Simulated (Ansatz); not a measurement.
# BF2H: the cost of one run

The runs use Ansatz 0.2.0, Gaussian basis; PBE0-D4/def2-TZVP structures, single points in def2-TZVPP, no counterpoise correction.

Levels: SPW92, PBE-D4, BLYP-D4, r2SCAN-D4, B97M-V, PBE0-D4, B3LYP-D4, r2SCAN0-D4, BHLYP-D4, CAM-B3LYP-D4, wB97X-V, wB97M-V, B2PLYP, PBE-QIDH, RPA on PBE, Hartree-Fock, MP2, CCSD, CCSD(T).

Cores are frozen in the correlated methods. B3LYP uses VWN-RPA correlation. B2PLYP carries no dispersion term here.

113 further runs of the same task are left out: 113 set aside as unsound or not needed. Runs told in other sessions of the task aren't counted.

## 1. Where the work starts

The complex: 11 atoms, charge 0, spin multiplicity 1.

Atoms are counted from 1 here; the program's logs count them from 0.

Bond lengths: B1–H2 1.215 Å, B1–F3 1.362 Å, B1–F4 1.386 Å, B1–O6 1.632 Å, H5–O6 1.039 Å, O6–H9 0.961 Å, H7–N8 1.012 Å, N8–H10 1.013 Å, N8–H11 1.017 Å. Angles: H2–B1–F3 115.0°, H2–B1–F4 114.2°, H2–B1–O6 106.1°, F3–B1–F4 113.5°, F3–B1–O6 104.7°, F4–B1–O6 101.6°, B1–O6–H5 109.4°, B1–O6–H9 110.8°, H5–O6–H9 110.4°, H7–N8–H10 108.2°, H7–N8–H11 108.2°, H10–N8–H11 108.2°.

Coordinates:

| atom | x (Å) | y (Å) | z (Å) |
| --- | --- | --- | --- |
| B1 | -1.1199 | -0.9932 | -0.5941 |
| H2 | -0.6543 | -1.2197 | -1.6936 |
| F3 | -1.9889 | -1.9343 | -0.1322 |
| F4 | -1.5714 | 0.3063 | -0.4260 |
| H5 | 0.6039 | -0.1147 | 0.4671 |
| O6 | 0.1354 | -1.0419 | 0.4484 |
| H7 | 1.6892 | 1.7390 | -0.1740 |
| N8 | 0.9632 | 1.4131 | 0.4520 |
| H9 | 0.7605 | -1.7275 | 0.1970 |
| H10 | 1.1151 | 1.8363 | 1.3593 |
| H11 | 0.0674 | 1.7365 | 0.0961 |

Its parts: BHF₂ holds atoms 1, 2, 3, 4; H₂O holds atoms 5, 6, 9; NH₃ holds atoms 7, 8, 10, 11. Each part counts its atoms afresh in its own runs.

## 2. Relaxing BHF₂ alone

The input, relax-a/in.yaml:

```yaml
crystal:
  periodic: [false, false, false]
  atoms:
    - {symbol: B, position_ang: [-1.119932, -0.993172, -0.594126]}
    - {symbol: H, position_ang: [-0.654328, -1.219705, -1.693595]}
    - {symbol: F, position_ang: [-1.988922, -1.934331, -0.132175]}
    - {symbol: F, position_ang: [-1.571447, 0.306338, -0.426010]}
basis:
  gaussian: {orbitals: def2-TZVP}
hamiltonian: {xc: pbe0, dispersion: d4}
relax: {f_tol: 0.005, max_steps: 200}
```

Command:

```sh
$ ansatz run in.yaml --threads 4 --pin off --events-out ev --progress --plain --max-ram 9574MiB
```

**Question.** How long does this run take on 4 threads of Intel Xeon at 2.50GHz, shared host?

About 8 s.
